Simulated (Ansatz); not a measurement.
Write a Python script for Ansatz 0.2.0, Python API that makes a single point from an input typed as a dict of Na₃AlCl₆, space group Fm-3m. Level of theory: PBEsol, PAW, the default cutoff (420 eV here), 3×3×3 k-points, fixed occupations.

```yaml
crystal:
  lattice:
    - [0.00000, 5.01339, 5.01339]
    - [5.01339, 0.00000, 5.01339]
    - [5.01339, 5.01339, 0.00000]
  atoms:
    - { symbol: Na, position: [0.75000, 0.75000, 0.75000] }
    - { symbol: Na, position: [0.25000, 0.25000, 0.25000] }
    - { symbol: Na, position: [0.50000, 0.50000, 0.50000] }
    - { symbol: Al, position: [0.00000, 0.00000, 0.00000] }
    - { symbol: Cl, position: [0.76776, 0.23224, 0.23224] }
    - { symbol: Cl, position: [0.23224, 0.23224, 0.76776] }
    - { symbol: Cl, position: [0.23224, 0.76776, 0.76776] }
    - { symbol: Cl, position: [0.23224, 0.76776, 0.23224] }
    - { symbol: Cl, position: [0.76776, 0.23224, 0.76776] }
    - { symbol: Cl, position: [0.76776, 0.76776, 0.23224] }
```

`run_deck.py`
```python
"""Single point of Na3AlCl6 through the engine session."""

from collections import Counter

import ansatz as az
import numpy as np

config = {
    "crystal": {
        "lattice": [[0.0, 5.01339, 5.01339], [5.01339, 0.0, 5.01339], [5.01339, 5.01339, 0.0]],
        "atoms": [
            {"symbol": "Na", "position": [0.75, 0.75, 0.75]},
            {"symbol": "Na", "position": [0.25, 0.25, 0.25]},
            {"symbol": "Na", "position": [0.5, 0.5, 0.5]},
            {"symbol": "Al", "position": [0.0, 0.0, 0.0]},
            {"symbol": "Cl", "position": [0.767757, 0.232243, 0.232243]},
            {"symbol": "Cl", "position": [0.232243, 0.232243, 0.767757]},
            {"symbol": "Cl", "position": [0.232243, 0.767757, 0.767757]},
            {"symbol": "Cl", "position": [0.232243, 0.767757, 0.232243]},
            {"symbol": "Cl", "position": [0.767757, 0.232243, 0.767757]},
            {"symbol": "Cl", "position": [0.767757, 0.767757, 0.232243]},
        ],
    },
    "kpoints": {"mp_grid": {"kspacing": 0.4}},
    "hamiltonian": {"xc": "pbesol"},
    "scf": {"occupations": {"method": "fixed"}},
    "output": {"forces": True},
}

outcome = az.Session.from_dict(config).plan(threads=1).execute()
summary = outcome.report

for key in ("converged", "n_iterations", "n_electrons", "n_kpoints", "n_pw", "n_symmetry_ops", "free_energy_ev", "fermi_energy_ev"):
    print(f"{key:18s} {summary[key]}")

# forces in eV per angstrom
forces = np.array(summary["forces_ev_ang"])
norms = np.linalg.norm(forces, axis=1)
print("largest force {:.4f} eV/A on atom {}".format(norms.max(), norms.argmax()))
print(np.array2string(forces, precision=4, suppress_small=True))

told = Counter((n["data"]["severity"], n["data"]["kind"]) for n in outcome.notices if n["event"] == "notice")
for (severity, kind), count in sorted(told.items()):
    print(f"{severity:8s} {kind} x{count}")
```

```console
$ python run_deck.py
DeckWarning: basis.ecutwfc = 420 eV, auto-derived from the records' recommended cutoffs: set by Na (normal level)
converged          True
n_iterations       7
n_electrons        72.0
n_kpoints          4
n_pw               4957
n_symmetry_ops     48
free_energy_ev     -11332.879546401411
fermi_energy_ev    1.2399400490715877
largest force 0.0924 eV/A on atom 9
[[ 0.     -0.      0.    ]
 [-0.     -0.      0.    ]
 [ 0.     -0.      0.    ]
 [-0.      0.      0.    ]
 [-0.0924 -0.      0.    ]
 [-0.      0.     -0.0924]
 [ 0.0924  0.     -0.    ]
 [ 0.     -0.0924  0.    ]
 [-0.      0.0924 -0.    ]
 [ 0.      0.      0.0924]]
audit    band_cg_iterations x1
audit    loop_bands_changed x1
audit    preconditioner_resolved x1
```
(Warnings from the package without file and line, repeats left out.)

Absolute energies stand on the zero of these potentials, so only differences at equal settings mean something. A total without «per atom» is that of the cell as typed. Under fixed occupations the level called the Fermi level is the highest filled one on the SCF mesh; off the mesh a filled band can lie a little above it. Only differences from the Fermi energy are physical; the zero of the scale is a convention. This cell is a computed structure, which may not be the phase found in nature. Hardware and time: 2.6 s on 1 thread of AMD EPYC 7R43 64-Core Processor (Zen 3), on a shared host, peak memory 0.51 GiB.

(Lines on the test bed's own set-up are left out of the output.)
